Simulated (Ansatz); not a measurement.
# MgPH6NO5: further runs on the relaxed cell

The task here is to estimate one member of a computed series from the others.

Method: DFT PBE+D3(BJ), scalar-relativistic, plane waves, PAW, in Ansatz 0.2.0.

### The structure to begin with

It takes space group Pmn2_1 (No. 31, orthorhombic). The conventional cell has a = 5.612 Å, b = 8.818 Å, c = 4.756 Å, α = 90.00°, β = 90.00°, γ = 90.00°. Mg (site symmetry m) has 6 O at 2.03 to 2.20 Å in its first shell of neighbours. Around H (site symmetry m) lie 1 N at 1.06 Å. H (site symmetry m) has 1 N at 1.05 Å in its first shell of neighbours. Around H (site symmetry 1) lie 1 N at 1.04 Å. Around H (site symmetry 1) lie 1 O at 0.99 Å. P (site symmetry m) has 4 O at 1.53 to 1.57 Å in its first shell of neighbours. Around N (site symmetry m) lie 4 H at 1.04 to 1.06 Å. Around O (site symmetry m) lie 1 P at 1.53 Å and 1 Mg at 2.03 Å. Only part of the 11 independent sites is listed.

As a file:

```
CELL_PARAMETERS angstrom
5.61242 0.00000 0.00000
0.00000 8.81829 0.00000
0.00000 0.00000 4.75627
ATOMIC_POSITIONS crystal
Mg 0.00000 0.97809 0.01793
Mg 0.50000 0.02191 0.51793
H 0.00000 0.45861 0.33013
H 0.50000 0.54139 0.83013
H 0.00000 0.45318 0.96624
H 0.50000 0.54682 0.46624
H 0.15230 0.59041 0.14001
H 0.34770 0.40959 0.64001
H 0.84770 0.59041 0.14001
H 0.65230 0.40959 0.64001
H 0.13885 0.80856 0.58886
H 0.36115 0.19144 0.08886
H 0.86115 0.80856 0.58886
H 0.63885 0.19144 0.08886
P 0.00000 0.19207 0.58657
P 0.50000 0.80793 0.08657
N 0.00000 0.52420 0.14455
N 0.50000 0.47580 0.64455
O 0.00000 0.16389 0.26947
O 0.50000 0.83611 0.76947
O 0.00000 0.36578 0.64394
O 0.50000 0.63422 0.14394
O 0.22037 0.11563 0.73262
O 0.27963 0.88437 0.23262
O 0.77963 0.11563 0.73262
O 0.72037 0.88437 0.23262
O 0.00000 0.79677 0.71367
O 0.50000 0.20323 0.21367
```

It is the result of an earlier relaxation at this level (volume 8.41 Å³/atom; gap on the mesh: 5.09 eV).

Set-up of the first run:

Input file input.yaml:

```yaml
crystal:
  lattice:
    - [5.6124167917, 0.0, 0.0]
    - [0.0, 8.8182876665, 0.0]
    - [0.0, 0.0, 4.7562686982]
  atoms:
    - { symbol: Mg, position: [0.0, 0.9780889095, 0.0179337217] }
    - { symbol: Mg, position: [0.5, 0.0219110905, 0.5179337217] }
    - { symbol: H, position: [0.0, 0.4586074433, 0.3301348586] }
    - { symbol: H, position: [0.5, 0.5413925567, 0.8301348586] }
    - { symbol: H, position: [0.0, 0.453178063, 0.966235728] }
    - { symbol: H, position: [0.5, 0.546821937, 0.466235728] }
    - { symbol: H, position: [0.1523025262, 0.5904062162, 0.1400146147] }
    - { symbol: H, position: [0.3476974738, 0.4095937838, 0.6400146147] }
    - { symbol: H, position: [0.8476974738, 0.5904062162, 0.1400146147] }
    - { symbol: H, position: [0.6523025262, 0.4095937838, 0.6400146147] }
    - { symbol: H, position: [0.1388505569, 0.8085618785, 0.5888644555] }
    - { symbol: H, position: [0.3611494431, 0.1914381215, 0.0888644555] }
    - { symbol: H, position: [0.8611494431, 0.8085618785, 0.5888644555] }
    - { symbol: H, position: [0.6388505569, 0.1914381215, 0.0888644555] }
    - { symbol: P, position: [0.0, 0.192074521, 0.5865684599] }
    - { symbol: P, position: [0.5, 0.807925479, 0.0865684599] }
    - { symbol: "N", position: [0.0, 0.5241978446, 0.1445472237] }
    - { symbol: "N", position: [0.5, 0.4758021554, 0.6445472237] }
    - { symbol: O, position: [0.0, 0.1638936572, 0.2694692187] }
    - { symbol: O, position: [0.5, 0.8361063428, 0.7694692187] }
    - { symbol: O, position: [0.0, 0.3657788161, 0.6439414905] }
    - { symbol: O, position: [0.5, 0.6342211839, 0.1439414905] }
    - { symbol: O, position: [0.2203674277, 0.1156318284, 0.7326183483] }
    - { symbol: O, position: [0.2796325723, 0.8843681716, 0.2326183483] }
    - { symbol: O, position: [0.7796325723, 0.1156318284, 0.7326183483] }
    - { symbol: O, position: [0.7203674277, 0.8843681716, 0.2326183483] }
    - { symbol: O, position: [0.0, 0.7967693426, 0.7136744617] }
    - { symbol: O, position: [0.5, 0.2032306574, 0.2136744617] }
basis:
  ecutwfc: 420
kpoints:
  mp_grid: { grid: [4, 4, 6] }
hamiltonian:
  xc: pbesol
scf:
  occupations: { method: gaussian, width: 0.02 }
output:
  forces: true
  stress: true
  eigenvalues: true
relax:
  adjacent_minimum: "off"
  f_tol: 0.005
  max_steps: 50
  cell: { stress_tol: 0.05 }
```

Command:

```bash
$ ansatz run input.yaml --threads 8 --pin off --max-ram 22528MiB --backend cpu --events-out ev --progress --plain --runs-dir out
```

Steps of the session up to this table: The cell under PBEsol; The cell under PBE; The cell under LDA; Relaxing with r2SCAN.

One table of the session follows, with a row left open; its other results are not shown here.

It belongs to the step «Relaxed cells side by side». 

| functional | a (Å) | b (Å) | c (Å) | volume (Å³/atom) | gap on the mesh (eV) |
| --- | --- | --- | --- | --- | --- |
| PBE+D3(BJ) | 5.612 | 8.818 | 4.756 | 8.41 | 5.09 |
| PBEsol | 5.586 | 8.879 | 4.731 | 8.38 | 5.04 |
| PBE | 5.663 | 8.973 | 4.815 | 8.74 | 4.85 |
| LDA | ? | ? | ? | ? | ? |
| r2SCAN | 5.597 | 8.805 | 4.752 | 8.36 | 5.67 |

Q: Estimate the row for LDA from the others.

**Answer.** a (Å): 5.503; b (Å): 8.756; c (Å): 4.643; volume (Å³/atom): 7.99; gap on the mesh (eV): 5.24. In the column «a (Å)» it is the lowest.
